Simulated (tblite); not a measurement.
# H11NSi4: the cost of one run

Programs: tblite 0.8.0 and PySCF 2.14.0. All values are calculated, for the isolated system unless a continuum is named. Atoms count from 0, parts from 1.

## 1. The system as given

16 atoms, charge 0, multiplicity 1; geometry: distance geometry start.

## 2. Relaxing the cluster with GFN2-xTB

What the job is given:

```
{"job": {"kind": "relax", "xc": "GFN2-xTB", "basis": "xTB"}, "charge": 0, "multiplicity": 1}
Si    -0.468388    -0.283959    -0.789337
Si    -1.999224    -1.131797     0.596142
Si    -0.409868     1.947551    -0.598481
N      1.123137    -1.049593    -0.596368
Si     2.092400    -0.416827     0.772999
H     -0.893007    -0.593596    -2.146448
H     -1.647714    -2.449932     1.125258
H     -3.251957    -1.207983    -0.193940
H     -2.215832    -0.125749     1.611753
H     -1.753635     2.369048    -0.122421
H      0.656803     2.303477     0.354939
H     -0.111977     2.487762    -1.925654
H      1.718418    -0.932167    -1.457763
H      1.303962    -0.246550     2.008830
H      3.115513    -1.446528     1.069813
H      2.711237     0.822576     0.325710
```

Level: GFN2-xTB geometry optimisation, gas phase.

Command:

```console
$ OMP_NUM_THREADS=1 python cluster_run.py task.json out
```

The driver reads the jobs from task.json and runs them one after another.

Q: Estimate the wall time of this first job on 1 thread of AMD EPYC 9R45, shared host.

About 3.2 s.
